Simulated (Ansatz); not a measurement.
# GaCl2 (doublet): from Hartree-Fock to the top rungs, cc-pVDZ

The task here is to estimate one member of a computed series from the others.

Program: Ansatz 0.2.0, Gaussian basis. Level of theory: cc-pVDZ, core rule «outside noble gas», up to 24 orbitals frozen. These are calculated values, not measurements.

To be run: UHF; CCSD(T) on ROHF; CCSD(T) on UHF; BCCD(T) on ROHF; CISD; CCSDT(Q) on ROHF; CCSDT(Q) on UHF; CASSCF and MRCISD+Q, 13 electrons in 10 orbitals; CASSCF and NEVPT2, 13 electrons in 10 orbitals.

53 further runs of the same task are left out: 7 for a known fault of the program, 38 that didn't finish, 8 set aside as unsound or not needed.

## The geometry

The geometry is a PBE0/def2-TZVP stationary point (not a proven minimum) of the parent state, kept for this charge and spin. No spin-orbit coupling is included. The filled d shell of Ga may be among the frozen orbitals whatever the setting's name suggests; the logs give the count.

3 atoms, charge 0, spin multiplicity 2.

Atoms are counted from 1 here; the program's logs count them from 0.

Bond lengths: Cl1–Ga2 2.397 Å, Ga2–Cl3 2.397 Å. Angles: Cl1–Ga2–Cl3 180.0°.

Set-up of the first run:

Contents of in.yaml:

```yaml
crystal:
  periodic: [false, false, false]
  atoms:
    - {symbol: Cl, position_ang: [0.000000, 0.000000, 2.396900]}
    - {symbol: Ga, position_ang: [0.000000, 0.000000, 0.000000]}
    - {symbol: Cl, position_ang: [0.000000, 0.000000, -2.396900]}
basis:
  gaussian: {orbitals: cc-pVDZ}
magnetization: {spin_polarized: true, initial_magnetization: 1}
hamiltonian: {xc: hf}
output: {orbitals: {seedname: orbitals}}
```

Run with:

```bash
$ ansatz run in.yaml --threads 1 --pin off --events-out ev --progress --plain --max-ram 2393MiB
```

Among the steps run: UHF; CCSD(T) on ROHF; CCSD(T) on UHF; BCCD(T) on ROHF; CISD; CCSDT(Q) on ROHF; CCSDT(Q) on UHF; CASSCF and MRCISD+Q, 13 electrons in 10 orbitals; CASSCF and NEVPT2, 13 electrons in 10 orbitals.

One of the session's tables, all rows but one given; the rest of the session is left out.

```
          method  from UCCSDT(Q) (meV)
            ROHF               +9733.7
             UHF               +9584.2
            RMP2               +1081.3
            UMP2               +1126.7
           RCCSD                +316.2
           UCCSD                +306.3
        RCCSD(T)                 +57.9
        UCCSD(T)                 +60.7
         BCCD(T)                 +61.3
          RCCSDT                 +30.3
          UCCSDT                 +28.2
       RCCSDT(Q)                  +5.4
       UCCSDT(Q)                     0
  CASSCF valence               +8561.7
  NEVPT2 valence               +1359.0
  MRCISD valence                     ?
MRCISD+Q valence                 +75.3
```

**Question.** Estimate the row for MRCISD valence.

As computed: from UCCSDT(Q) (meV): +919.3. In the column «from UCCSDT(Q) (meV)» it lies between RCCSD (+316.2) and RMP2 (+1081.3).

Not comparable, so not listed: CISD (they don't share determinant, frozen orbitals or solution with the rows shown, or repeat one).

Caveats from the session: Restricted and unrestricted rows rest on different reference determinants; where their highest levels disagree by more than a few hundredths of an eV, they describe different states and don't form one ladder.
